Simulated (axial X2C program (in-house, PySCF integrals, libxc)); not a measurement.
**All-electron X2C curves of KO⁺**

Aim: find the lowest determinant of KO⁺, scan the bond at several levels and fit the constants, once spin-free and once with spin–orbit coupling.

The runs use an in-house X2C program for linear molecules on PySCF integrals; all-electron X2C, K dyall-cv3z, O dyall-av3z.

All values are calculated.

### Step 1. Set-up

File task.json:

```json
{"zs": [19, 8], "q": 1, "bas": ["dyall-cv3z", "dyall-av3z"], "levels": ["PBE0", "HF", "BP86"], "cc": true, "r0": 2.5, "thr": -2.0, "nmax": 90, "npts": 10, "nst": 2, "ntry": 6}
```

Keys: zs atomic numbers; q charge; bas basis sets; levels methods (HF also brings MP2); cc coupled cluster on or off; r0 starting distance in Å; thr threshold in hartree for freezing inner shells (an s shell follows its p shell); nmax most natural virtual spinors; npts points asked for on the curve; nst determinants followed; ntry starts of the search.

On the command line:

```console
> python so2c.py task.json out
```

Spin-free means the one-electron spin-free X2C Hamiltonian; two-component (2c) means X2C with spin–orbit coupling and atomic mean-field two-electron Coulomb and Gaunt terms. Basis: K dyall-cv3z contracted to [11s12p6d3f], O dyall-av3z contracted to [7s6p3d2f]; Gaussian nuclei, density fitting. Masses: K 38.964 u, O 15.995 u.

Notation: σ, π±, δ± give the projection m of an orbital's angular momentum (0, ±1, ±2), α and β its spin, Λ and M_S the sums; ω is the projection of a spinor's total angular momentum and Ω the sum. Logs are in hartree.

The results follow Hamiltonian by Hamiltonian and level by level.

### Step 2. Which state to follow

PBE0 moves the distance from 2.500 Å to 2.987 Å and compares determinants there.

Spin-free determinants:

| ΔE (eV) | state | open shells |
| --- | --- | --- |
| 0.00 | M_S = 1, Λ = 0 | beyond closed shells: π+α, π-α |
| 0.40 | M_S = 1, Λ = 1 | beyond closed shells: σα, π+α, π+β, π-α |
| 1.10 | M_S = 0, Λ = 1 | beyond closed shells: σβ, π+α, π+β, π-α |
| 2.17 | M_S = 0, Λ = 0 | beyond closed shells: π+β, π-α |
| 2.17 | M_S = 0, Λ = 2 | beyond closed shells: π+α, π+β |

Two-component determinants:

```csv
ΔE (eV),state,open shells
0.00,Ω = 1,"excess of +ω over −ω: ω = -1/2, ω = 3/2"
0.39,Ω = 2,"excess of +ω over −ω: ω = 1/2, ω = 3/2"
1.11,Ω = 1,excess of +ω over −ω: 2 × ω = 1/2
1.96,Ω = 0,closed shell
2.15,Ω = 0,closed shell
```

### Step 3. PBE0, spin-free

State followed: M_S = 1, Λ = 0 (beyond closed shells: π+α, π-α). The scan is laid around 2.987 Å, a first estimate of the minimum, and this SCF restarts from the orbitals of the search.

Output at 2.987 Å:

```text
spin-free X2C-1e  PBE0
basis functions 152  fitting functions 649  grid points 5086
iter        total energy     max residual
   1       -676.987880869     5.11e-05
   2       -676.987880880     3.81e-05
   3       -676.987880890     3.01e-06
converged
one-electron -978.92909379  Coulomb 316.78673852  exact exchange -10.24237946  xc functional -31.53148097  nuclear repulsion 26.92833480
```

Along the bond, energies from the lowest point:

```tsv
R (Å)	E (eV)	μ (D)	HOMO (eV)	LUMO (eV)	iterations
2.599	0.0736	-3.00	-15.12	-9.78	9
2.718	0.0262	-3.19	-14.93	-9.57	8
2.808	0.0084	-3.33	-14.78	-9.42	7
2.897	0.0008	-3.48	-14.63	-9.27	7
2.987	0.0000	-3.62	-14.49	-9.14	3
3.091	0.0048	-3.79	-14.33	-8.98	7
3.196	0.0133	-3.96	-14.17	-8.84	7
3.330	0.0271	-4.18	-13.98	-8.66	7
3.495	0.0452	-4.45	-13.76	-8.46	7
3.734	0.0704	-4.84	-13.47	-8.19	7
```

Dipoles are positive if O is the positive end and refer to the centre of mass.

Outer orbitals at the reference distance:

```
symmetry  occupied  ε (eV)         atomic character
      σα       yes  -33.64                  97% O s
      σβ       yes  -28.80          96% O s, 2% K p
     π-β       yes  -26.60                 100% K p
     π+β       yes  -26.60                 100% K p
     π-α       yes  -26.60                 100% K p
     π+α       yes  -26.60                 100% K p
      σα       yes  -26.56                  99% K p
      σβ       yes  -26.55                  99% K p
     π+α       yes  -18.01                 100% O p
     π-α       yes  -18.01                 100% O p
      σα       yes  -15.92                  98% O p
      σβ       yes  -14.49                  98% O p
     π+β        no   -9.14                  98% O p
     π-β        no   -9.14                  98% O p
      σα        no   -5.38  87% K s, 6% O p, 5% O s
      σβ        no   -5.32  87% K s, 6% O p, 4% O s
```

PBE0 fields in the half plane through the axis: z from -2.4 to 5.1 Å across, distance from the axis 0.15 to 2.25 Å upwards; K lies at z = 0 and O at z = 2.987 Å; the ELF is damped to zero where the density is low.

log10 density (e/bohr³). Ten even steps from '0' (-6.64 ) to '9' (1.35 ):
```
00112223332222222222222211
01122333333333333333333221
11233444444433344444433322
12334455555444445555544332
12345566666554555666554433
23345667776655566676655443
23455677877655567777765543
23456778987765667898765543
```

ELF. Ten even steps from '0' (0.00 ) to '9' (0.96 ):
```
00000000000000000000000000
00000000000000000000000000
00000001110000000000000000
00000124432000011111110000
00001467776200145545542100
00013689998500278778875300
00025898489710499979997510
00026891819820599748998620
```

Re = 2.953 Å, ωe = 125.8 cm⁻¹, ωexe = 3.27 cm⁻¹, Be = 0.1705 cm⁻¹, De = 0.188 eV, μ = -3.57 D.

### Step 4. HF, spin-free

Output at 2.987 Å:

```text
spin-free X2C-1e  HF
basis functions 152  fitting functions 649  grid points 5086
iter        total energy     max residual
   1       -676.183538299     1.72e-01
   2       -676.192835954     5.76e-03
   3       -676.193063801     2.34e-03
   4       -676.193084376     6.90e-04
   5       -676.193088780     2.19e-04
   6       -676.193089308     1.04e-04
   7       -676.193089351     1.48e-05
   8       -676.193089353     4.17e-06
   9       -676.193089354     1.65e-06
converged
one-electron -978.79082119  Coulomb 316.68300299  exact exchange -41.01360596  xc functional 0.00000000  nuclear repulsion 26.92833480
```

Re = 3.043 Å, ωe = 111.9 cm⁻¹, ωexe = 3.52 cm⁻¹, Be = 0.1606 cm⁻¹, De = 0.151 eV, μ = -3.81 D.

### Step 5. BP86, spin-free

Output at 2.987 Å:

```text
spin-free X2C-1e  BP86
basis functions 152  fitting functions 649  grid points 5086
iter        total energy     max residual
   1       -677.285231273     9.59e-02
   2       -677.286914413     2.44e-03
   3       -677.286918216     3.83e-03
   4       -677.286955325     1.89e-04
   5       -677.286955389     7.41e-05
   6       -677.286955439     1.04e-05
   7       -677.286955439     2.12e-06
converged
one-electron -978.93908314  Coulomb 316.78681935  exact exchange 0.00000000  xc functional -42.06302645  nuclear repulsion 26.92833480
```

Re = 2.995 Å, ωe = 115.4 cm⁻¹, ωexe = 3.28 cm⁻¹, Be = 0.1658 cm⁻¹, De = 0.161 eV, μ = -3.58 D.

### Step 6. MP2 and beyond, spin-free

Correlated methods: 14 electrons correlated (frozen shells, counted by type: K 2 s, 1 p; O 1 s), 238 virtual spinors in MP2, 90 natural virtuals in coupled cluster.

Output of the correlated part at 2.987 Å:

```text
correlated 14  virtual 238  natural virtual 90  E(MP2) -0.375559432  MP2 remainder -0.016278374
iter   CCSD correlation   residual
   1     -0.388803392   7.03e-02
   2     -0.395802593   1.98e-02
   3     -0.395967096   5.05e-03
   4     -0.395987327   1.97e-03
   5     -0.395994789   7.52e-04
   6     -0.395995107   1.80e-04
   7     -0.395995454   5.89e-05
   8     -0.395995457   1.88e-05
(T) -0.008957832  T1 0.0058  D1 0.0110  max T2 0.056
```

T1 in the output is the amplitude norm over the root of the electron number; divide by √2 for the Lee–Taylor value.

MP2: Re = 2.956 Å, ωe = 127.2 cm⁻¹, Be = 0.1701 cm⁻¹, De = 0.183 eV.

CCSD: Re = 2.965 Å, ωe = 127.1 cm⁻¹, ωexe = 3.5 cm⁻¹, Be = 0.1691 cm⁻¹, De = 0.199 eV. T1 at Re = 0.004 (Lee–Taylor, the printed value over √2).

CCSD(T): Re = 2.957 Å, ωe = 128.4 cm⁻¹, ωexe = 3.53 cm⁻¹, Be = 0.17 cm⁻¹, De = 0.175 eV. T1 at Re = 0.004 (Lee–Taylor, the printed value over √2).

### Step 7. A higher determinant, spin-free

State: M_S = 1, Λ = 1 (beyond closed shells: σα, π+α, π+β, π-α).

Output at the reference distance:

```text
spin-free X2C-1e  PBE0
basis functions 152  fitting functions 649  grid points 5086
iter        total energy     max residual
   1       -676.973306931     4.36e-05
   2       -676.973306937     2.76e-05
   3       -676.973306942     2.49e-06
converged
one-electron -978.78197294  Coulomb 316.62839665  exact exchange -10.23711476  xc functional -31.51095070  nuclear repulsion 26.92833480
```

```tsv
R (Å)	E above the lowest PBE0 point (eV)
2.599	0.464
2.718	0.429
2.808	0.413
2.897	0.403
2.987	0.397
3.091	0.393
3.196	0.391
3.330	0.390
3.495	0.391
```

No constants are quoted: too few points lie around the minimum for a second fit to confirm the first.

### Step 8. The spin-free curves together

Energy (eV) of the followed determinant, spin-free, from each level's lowest point:

```tsv
R (Å)	PBE0	HF	MP2	CCSD	CCSD(T)	BP86
2.599	0.074	0.108	0.077	n/a	n/a	0.084
2.718	0.026	0.046	0.028	0.030	0.029	0.033
2.808	0.008	0.021	0.009	0.011	0.009	0.013
2.897	0.001	0.006	0.001	0.002	0.001	0.003
2.987	0.000	0.000	0.000	0.000	0.000	0.000
3.091	0.005	0.000	0.005	0.004	0.005	0.002
3.196	0.013	0.004	0.013	0.013	0.013	0.008
3.330	0.027	0.013	0.027	0.026	0.027	0.019
3.495	0.045	0.027	0.045	n/a	n/a	0.034
3.734	0.070	0.047	0.069	n/a	n/a	0.055
```

### Step 9. PBE0, 2c

State followed: Ω = 1 (excess of +ω over −ω: ω = -1/2, ω = 3/2). The scan is laid around 2.987 Å, a first estimate of the minimum, and this SCF restarts from the orbitals of the search.

Output at 2.987 Å:

```text
two-component X2C + atomic mean field  PBE0
basis functions 152  fitting functions 649  grid points 5086
iter        total energy     max residual
   1       -676.871340926     1.35e-05
   2       -676.871340926     1.13e-05
converged
one-electron -978.62460862  Coulomb 316.70729077  exact exchange -10.24008296  xc functional -31.52432007  nuclear repulsion 26.92833480  atomic mean-field constant -0.11795486
```

Along the bond, energies from the lowest point:

```tsv
R (Å)	E (eV)	μ (D)	HOMO (eV)	LUMO (eV)	iterations
2.599	0.0738	-2.99	-15.12	-9.78	9
2.718	0.0263	-3.19	-14.92	-9.57	8
2.808	0.0084	-3.33	-14.78	-9.42	7
2.897	0.0008	-3.48	-14.63	-9.28	7
2.987	0.0000	-3.62	-14.49	-9.14	2
3.091	0.0048	-3.79	-14.33	-8.99	7
3.196	0.0133	-3.96	-14.17	-8.85	7
3.330	0.0271	-4.18	-13.98	-8.67	7
3.495	0.0452	-4.45	-13.76	-8.47	7
3.734	0.0704	-4.84	-13.47	-8.20	7
```

Dipoles are positive if O is the positive end and refer to the centre of mass.

Outer spinors at the reference distance:

```csv
ω,occupied,ε (eV),atomic character,λ mixture
1/2,yes,-33.64,97% O s,100% σ
-1/2,yes,-28.80,"96% O s, 2% K p",100% σ
1/2,yes,-26.75,100% K p,"72% π, 28% σ"
-1/2,yes,-26.75,100% K p,"74% π, 26% σ"
-3/2,yes,-26.50,100% K p,100% π
3/2,yes,-26.50,100% K p,100% π
1/2,yes,-26.48,100% K p,"72% σ, 28% π"
-1/2,yes,-26.47,99% K p,"74% σ, 26% π"
-1/2,yes,-18.02,100% O p,100% π
3/2,yes,-17.99,100% O p,100% π
1/2,yes,-15.92,98% O p,100% σ
-1/2,yes,-14.49,98% O p,100% σ
1/2,no,-9.14,98% O p,100% π
-3/2,no,-9.13,98% O p,100% π
1/2,no,-5.38,"87% K s, 6% O p, 5% O s",100% σ
-1/2,no,-5.32,"87% K s, 6% O p, 4% O s",100% σ
```

PBE0 fields in the half plane through the axis: z from -2.4 to 5.1 Å across, distance from the axis 0.15 to 2.25 Å upwards; K lies at z = 0 and O at z = 2.987 Å; the ELF is damped to zero where the density is low.

log10 density (e/bohr³). Ten even steps from ' ' (-6.64 ) to '@' (1.35 ):
```
    ....::::::------::::::::::::::::::::::::::::....
  ....::::------------------------------------::::..
....::----==============------============------::::
..::----====++++++++++==========++++++++++====----::
..::--==++++**********++++==++++++******++++====----
::----==++****######****++++++******##****++++====--
::--==++++**####%%####**++++++**##########**++++==--
::--==++**####%%@@%%####**++****##%%@@%%##**++++==--
```

ELF. Ten even steps from ' ' (0.00 ) to '@' (0.96 ):
```
                                                    
                                                    
              ......                                
          ..::====--::        ..............        
        ..==**######**::    ..==++++==++++==::..    
      ..--**%%@@@@@@%%++    ::##%%####%%%%##++--    
      ::++%%@@%%--%%@@##..  ==@@@@@@##@@@@@@##++..  
      ::**%%@@..%%..@@%%::  ++@@@@##==%%@@@@%%**::  
```

Re = 2.953 Å, ωe = 125.8 cm⁻¹, ωexe = 3.27 cm⁻¹, Be = 0.1704 cm⁻¹, De = 0.188 eV, μ = -3.57 D.

### Step 10. HF, 2c

Output at 2.987 Å:

```text
two-component X2C + atomic mean field  HF
basis functions 152  fitting functions 649  grid points 5086
iter        total energy     max residual
   1       -676.067269737     1.72e-01
   2       -676.076565829     5.75e-03
   3       -676.076793846     2.34e-03
   4       -676.076814531     6.91e-04
   5       -676.076819044     2.20e-04
   6       -676.076819654     1.13e-04
   7       -676.076819768     8.19e-05
   8       -676.076819852     7.15e-05
   9       -676.076819992     1.04e-04
  10       -676.076820117     9.19e-05
  11       -676.076820176     3.48e-05
  12       -676.076820186     7.39e-06
  13       -676.076820187     2.14e-06
converged
one-electron -978.48649984  Coulomb 316.60374908  exact exchange -41.00444937  xc functional 0.00000000  nuclear repulsion 26.92833480  atomic mean-field constant -0.11795486
```

Re = 3.043 Å, ωe = 111.9 cm⁻¹, ωexe = 3.52 cm⁻¹, Be = 0.1605 cm⁻¹, De = 0.150 eV, μ = -3.81 D.

### Step 11. BP86, 2c

The SCF at the reference distance of 2.987 Å:

```text
two-component X2C + atomic mean field  BP86
basis functions 152  fitting functions 649  grid points 5086
iter        total energy     max residual
   1       -677.168524115     9.58e-02
   2       -677.170207128     2.43e-03
   3       -677.170210871     3.80e-03
   4       -677.170247708     1.89e-04
   5       -677.170247772     7.39e-05
   6       -677.170247821     1.04e-05
   7       -677.170247821     2.13e-06
converged
one-electron -978.63459287  Coulomb 316.70737840  exact exchange 0.00000000  xc functional -42.05341330  nuclear repulsion 26.92833480  atomic mean-field constant -0.11795486
```

Re = 2.995 Å, ωe = 115.4 cm⁻¹, ωexe = 3.28 cm⁻¹, Be = 0.1658 cm⁻¹, De = 0.161 eV, μ = -3.58 D.

### Step 12. Correlated methods, 2c

Correlated methods: 14 electrons correlated (frozen shells, counted by type: K 2 s, 1 p; O 1 s), 238 virtual spinors in MP2, 90 natural virtuals in coupled cluster.

Output of the correlated part at 2.987 Å:

```text
correlated 14  virtual 238  natural virtual 90  E(MP2) -0.375615840  MP2 remainder -0.016279592
iter   CCSD correlation   residual
   1     -0.388861875   7.04e-02
   2     -0.395864549   1.99e-02
   3     -0.396029119   5.05e-03
   4     -0.396049394   1.98e-03
   5     -0.396056907   7.60e-04
   6     -0.396057236   1.96e-04
   7     -0.396057608   8.25e-05
   8     -0.396057515   4.78e-05
   9     -0.396057252   3.13e-05
  10     -0.396057432   1.73e-05
  11     -0.396057508   7.90e-06
  12     -0.396057538   3.94e-06
  13     -0.396057528   2.59e-06
(T) -0.008965890  T1 0.0058  D1 0.0110  max T2 0.056
```

MP2: Re = 2.956 Å, ωe = 127.1 cm⁻¹, Be = 0.1701 cm⁻¹, De = 0.180 eV.

CCSD: Re = 2.965 Å, ωe = 125.5 cm⁻¹, Be = 0.1691 cm⁻¹, De = 0.198 eV. T1 at Re = 0.004 (Lee–Taylor, the printed value over √2).

CCSD(T): Re = 2.957 Å, ωe = 128.0 cm⁻¹, ωexe = 2.81 cm⁻¹, Be = 0.17 cm⁻¹, De = 0.168 eV. T1 at Re = 0.004 (Lee–Taylor, the printed value over √2).

### Step 13. A higher determinant, 2c

State: Ω = 2 (excess of +ω over −ω: ω = 1/2, ω = 3/2).

Output at the reference distance:

```text
two-component X2C + atomic mean field  PBE0
basis functions 152  fitting functions 649  grid points 5086
iter        total energy     max residual
   1       -676.857096513     8.90e-05
   2       -676.857096556     5.02e-05
   3       -676.857096584     6.05e-05
   4       -676.857096585     4.74e-06
converged
one-electron -978.47853272  Coulomb 316.54976163  exact exchange -10.23483873  xc functional -31.50386671  nuclear repulsion 26.92833480  atomic mean-field constant -0.11795486
```

```tsv
R (Å)	E above the lowest PBE0 point (eV)
2.599	0.455
2.718	0.420
2.808	0.404
2.897	0.394
2.987	0.388
3.091	0.384
3.196	0.382
3.330	0.381
3.495	0.382
```

No constants are quoted: too few points lie around the minimum for a second fit to confirm the first.

### Step 14. The 2c curves together

Energy (eV) of the followed determinant, 2c, from each level's lowest point:

```tsv
R (Å)	PBE0	HF	MP2	CCSD	CCSD(T)	BP86
2.599	0.074	0.108	0.078	n/a	n/a	0.084
2.718	0.026	0.047	0.028	0.035	0.030	0.033
2.808	0.008	0.021	0.009	0.011	0.010	0.013
2.897	0.001	0.006	0.001	0.002	0.001	0.003
2.987	0.000	0.000	0.000	0.000	0.000	0.000
3.091	0.005	0.000	0.005	0.004	0.005	0.002
3.196	0.013	0.004	0.013	0.013	0.013	0.008
3.330	0.027	0.013	0.027	0.026	0.027	0.019
3.495	0.045	0.027	0.045	n/a	n/a	0.034
3.734	0.070	0.047	0.069	n/a	n/a	0.055
```

The whole job took 2.2 min on 1 thread of Arm Neoverse V1, shared host; peak memory 0.84 GiB.

### Step 15. Results

Lowest determinant that the search found at its distance, spin-free: M_S = 1, Λ = 0 (beyond closed shells: π+α, π-α).

Lowest determinant that the search found at its distance, 2c: Ω = 1 (excess of +ω over −ω: ω = -1/2, ω = 3/2).

| Hamiltonian | level | Re (Å) | ωe (cm⁻¹) | De (eV) | μ (D) |
| --- | --- | --- | --- | --- | --- |
| spin-free | PBE0 | 2.953 | 125.8 | 0.188 | -3.57 |
| spin-free | HF | 3.043 | 111.9 | 0.151 | -3.81 |
| spin-free | MP2 | 2.956 | 127.2 | 0.183 | n/a |
| spin-free | CCSD | 2.965 | 127.1 | 0.199 | n/a |
| spin-free | CCSD(T) | 2.957 | 128.4 | 0.175 | n/a |
| spin-free | BP86 | 2.995 | 115.4 | 0.161 | -3.58 |
| 2c | PBE0 | 2.953 | 125.8 | 0.188 | -3.57 |
| 2c | HF | 3.043 | 111.9 | 0.150 | -3.81 |
| 2c | MP2 | 2.956 | 127.1 | 0.180 | n/a |
| 2c | CCSD | 2.965 | 125.5 | 0.198 | n/a |
| 2c | CCSD(T) | 2.957 | 128.0 | 0.168 | n/a |
| 2c | BP86 | 2.995 | 115.4 | 0.161 | -3.58 |

Dipoles are positive if O is the positive end and refer to the centre of mass.

Time per point (s) on 1 thread of Arm Neoverse V1, shared host (2c runs; CCSD comes with the CCSD(T) run); the times are rough: PBE0 0.3, HF 0.18, MP2 0.49, CCSD(T) 8.1, BP86 0.23.

In words: At CCSD(T), going from spin-free to two-component changes Re by 0 mÅ, ωe by -0.3 %; the spin-free picture holds up (part of it comes from the scalar share of the two-electron terms). It costs about 1.6 times the time. De moves by -0.01 eV; both De rest on single-determinant atoms, which can miss part of an open shell's spin–orbit lowering.

De refers to K+ + O, each in the lowest determinant found, which need not be this curve's own limit. The state is a single determinant with fixed occupations, the lowest that a limited PBE0 search found. De is counted from the lowest determinant-based energies of the atoms at the same level, without counterpoise correction. Density functionals use the spin component along the axis (collinear). Coupled cluster ran in a truncated set of natural virtual spinors; the MP2 energy of the rest was added. With several unpaired electrons one determinant need not be a pure state.
